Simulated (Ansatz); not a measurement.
# CH6AlFOSi: up Jacob's ladder to CCSD(T)

An exercise on one series of results from a longer session: the logs are not shown, and one member is left open.

Method: functionals in def2-TZVPP, the program's frozen cores in correlated methods; program: Ansatz 0.2.0, Gaussian basis.

Levels to be run: PBE-D4, r2SCAN-D4, PBE0-D4, B3LYP-D4, ωB97X-V, ωB97M-V, B2PLYP; CCSD(T)/def2-TZVPP; MP2/def2-QZVPP; extrapolation to the limit.

## The geometry

All runs share one geometry, relaxed beforehand with PBE0-D4 in a triple-zeta def2 set.

11 atoms, charge 0, spin multiplicity 1.

Atoms are counted from 1 here; the program's logs count them from 0.

Bond lengths: O1–C2 1.470 Å, O1–Al5 2.005 Å, O1–H6 0.962 Å, C2–Si3 1.929 Å, C2–H7 1.093 Å, C2–H8 1.092 Å, Si3–F4 1.615 Å, Si3–Al5 2.462 Å, Si3–H9 1.491 Å, Al5–H10 1.596 Å, Al5–H11 1.589 Å. Angles: C2–O1–Al5 108.0°, C2–O1–H6 113.3°, Al5–O1–H6 129.3°, O1–C2–Si3 99.8°, O1–C2–H7 108.9°, O1–C2–H8 108.6°, Si3–C2–H7 112.8°, Si3–C2–H8 116.3°, H7–C2–H8 109.8°, C2–Si3–F4 108.0°, C2–Si3–Al5 79.2°, C2–Si3–H9 107.7°, F4–Si3–Al5 121.3°, F4–Si3–H9 105.0°, Al5–Si3–H9 128.8°, O1–Al5–Si3 70.9°, O1–Al5–H10 103.9°, O1–Al5–H11 106.7° and more.

As a file:

| atom | x (Å) | y (Å) | z (Å) |
| --- | --- | --- | --- |
| O1 | -0.1176 | -1.0390 | -0.6378 |
| C2 | -0.3708 | -0.7991 | 0.7902 |
| Si3 | -0.2024 | 1.1221 | 0.8346 |
| F4 | -1.6760 | 1.7471 | 1.0473 |
| Al5 | 0.6666 | 0.6334 | -1.4169 |
| H6 | 0.0848 | -1.9580 | -0.8390 |
| H7 | 0.4003 | -1.3052 | 1.3764 |
| H8 | -1.3526 | -1.2049 | 1.0426 |
| H9 | 0.5520 | 1.4826 | 2.0685 |
| H10 | 2.2299 | 0.3213 | -1.4997 |
| H11 | -0.1487 | 0.9428 | -2.7456 |

Set-up of the first run:

File in.yaml:

```yaml
crystal:
  periodic: [false, false, false]
  atoms:
    - {symbol: O, position_ang: [-0.117637, -1.039027, -0.637787]}
    - {symbol: C, position_ang: [-0.370832, -0.799055, 0.790174]}
    - {symbol: Si, position_ang: [-0.202393, 1.122061, 0.834562]}
    - {symbol: F, position_ang: [-1.676037, 1.747059, 1.047338]}
    - {symbol: Al, position_ang: [0.666603, 0.633417, -1.416888]}
    - {symbol: H, position_ang: [0.084850, -1.958019, -0.838986]}
    - {symbol: H, position_ang: [0.400291, -1.305229, 1.376378]}
    - {symbol: H, position_ang: [-1.352624, -1.204917, 1.042575]}
    - {symbol: H, position_ang: [0.552006, 1.482616, 2.068532]}
    - {symbol: H, position_ang: [2.229916, 0.321272, -1.499703]}
    - {symbol: H, position_ang: [-0.148743, 0.942823, -2.745595]}
basis:
  gaussian: {orbitals: def2-TZVPP}
hamiltonian: {xc: pbe, dispersion: d4}
output: {forces: true, orbitals: {seedname: orbitals}}
```

Run with:

```sh
> ansatz run in.yaml --threads 4 --pin off --events-out ev --progress --plain --max-ram 10444MiB
```

Among the steps run: PBE-D4 (GGA); r2SCAN-D4 (meta-GGA); PBE0-D4 (hybrid); B3LYP-D4 (hybrid); ωB97X-V (range-separated); ωB97M-V (range-separated); B2PLYP (double hybrid); CCSD(T) in def2-TZVPP; MP2 in def2-QZVPP.

One table of the session follows, with a row left open; its other results are not shown here.

| method | atomisation energy (eV) |
| --- | --- |
| PBE-D4 | 38.779 |
| r2SCAN-D4 | 38.575 |
| PBE0-D4 | 38.167 |
| B3LYP-D4 | 38.337 |
| ωB97X-V | 38.732 |
| ωB97M-V | 38.609 |
| B2PLYP | ? |
| HF/def2-TZVPP | 28.115 |
| MP2/def2-TZVPP | 38.114 |
| CCSD/def2-TZVPP | 37.056 |
| CCSD(T)/def2-TZVPP | 37.569 |
| MP2/CBS | 39.208 |
| CCSD(T)/CBS | 38.664 |

Q: Estimate the row for B2PLYP from the others.

The run gave: atomisation energy (eV): 37.962. In the column «atomisation energy (eV)» it lies between CCSD(T)/def2-TZVPP (37.569) and MP2/def2-TZVPP (38.114).
